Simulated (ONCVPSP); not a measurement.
**An ONCV potential for gallium, from input to tests**

Do these settings give a usable potential? It is generated, then checked for transferability, scattering, ghosts and hardness.

Method: ONCVPSP 4.0.1.1 (patched build), PBE, scalar-relativistic.

15 further runs of the same task are left out: 3 that didn't finish, 12 set aside as unsound or not needed.

## (1) Settings

The settings as typed:

```
element                 : gallium (Ga, Z = 31)
type                    : optimised norm-conserving Vanderbilt (ONCV)
frozen core             : [Ne]
valence charge          : 21
reference configuration : 3s2 3p6 3d10 4s2 4p1
partial waves           : 3s+4s: rc 1.10 bohr, ncon 4, nbas 7, qcut 10 1/bohr, 2 projectors; 3p+4p: rc 1.10 bohr, ncon 3, nbas 8, qcut 10.2 1/bohr, 2 projectors; 3d: rc 0.85 bohr, ncon 4, nbas 9, qcut 19.4 1/bohr, 2 projectors, debl 1.4 Ha
local potential         : polynomial inside 0.70 bohr (lpopt 3, dvloc0 0 Ha)
core correction         : Teter function fitted to the true core (icmod 2), fcfact 0.35
```

The outer shells as boxes (Hund's rule for the drawing; the calculation is spin-unpolarised):

```
[Ne] core
3s [↑↓]
3p [↑↓][↑↓][↑↓]
3d [↑↓][↑↓][↑↓][↑↓][↑↓]
4s [↑↓]
4p [↑ ][  ][  ]
```

## (2) Generation

Ga.dat

```
# ATOM AND REFERENCE CONFIGURATION
# atsym  z   nc   nv     iexc    psfile
  Ga 31.00    3    5        4      upf
#
#   n    l    f
    1    0    2.00
    2    0    2.00
    2    1    6.00
    3    0    2.00
    3    1    6.00
    3    2   10.00
    4    0    2.00
    4    1    1.00
#
# PSEUDOPOTENTIAL AND OPTIMIZATION
# lmax
    2
#
#   l,   rc,      ep,       ncon, nbas, qcut
    0    1.10    0.00    4    7   10.00
    1    1.10    0.00    3    8   10.20
    2    0.85    0.00    4    9   19.40
#
# LOCAL POTENTIAL
# lloc, lpopt,  rc(5),   dvloc0
    4    3    0.70    0.00
#
# VANDERBILT-KLEINMAN-BYLANDER PROJECTORs
# l, nproj, debl
    0    2    3.20
    1    2    3.50
    2    2    1.40
#
# MODEL CORE CHARGE
# icmod, fcfact, rcfact
    2    0.35    1.00
#
# LOG DERIVATIVE ANALYSIS
# epsh1, epsh2, depsh
   -7.00    5.00    0.04
#
# OUTPUT GRID
# rlmax, drl
    6.00    0.01
#
# TEST CONFIGURATIONS
# ncnf
    4
# nvcnf
#   n    l    f
    5
    3    0    2.00
    3    1    6.00
    3    2   10.00
    4    0    2.00
    4    1    0.00
#
    5
    3    0    2.00
    3    1    6.00
    3    2   10.00
    4    0    1.00
    4    1    0.00
#
    5
    3    0    2.00
    3    1    6.00
    3    2   10.00
    4    0    0.00
    4    1    0.00
#
    5
    3    0    2.00
    3    1    6.00
    3    2    9.00
    4    0    0.00
    4    1    0.00
#
```

On the command line:

```console
$ oncvpsp.x < Ga.dat > Ga.out
```

Q: Predict the outcome of this session. Wanted: cutoffs for 1 and 0.1 mHa per electron, occupied waves; bound ghosts; GHOST(+) flags; largest test error; largest phase difference near zero energy, channels read; rms error of d²Exc/dn², without and with the model core.

As calculated:

```
                                                quantity                                                  value
  cutoffs for 1 and 0.1 mHa per electron, occupied waves                                      141 Ha and 159 Ha
                                            bound ghosts                                             none found
                                          GHOST(+) flags                                     none at low energy
                            largest test error (AE − PS)  -1.7 meV, for 3s2 3p6 3d10 4s1 4p0 (2 tests unsolved)
largest phase difference near zero energy, channels read                                              0.000 rad
 rms error of d²Exc/dn², without and with the model core                                      2.11 and 1.52 mHa
```

In words: The worst unpolarised test, 3s2 3p6 3d10 4s1 4p0, is off by 1.7 meV on 26.8 eV; by total energies transferability rates as very good where solved. Of the tests 2 gave no usable energy difference, which is a warning in itself. By its cutoff, 141 Ha for the looser tolerance, it is very hard. At the looser tolerance the 3d wave is the slowest; 3p needs 44 Ha. It is free of bound ghosts as far as tested. Near zero energy the phases of the channels with partial waves agree within 0.001 rad.
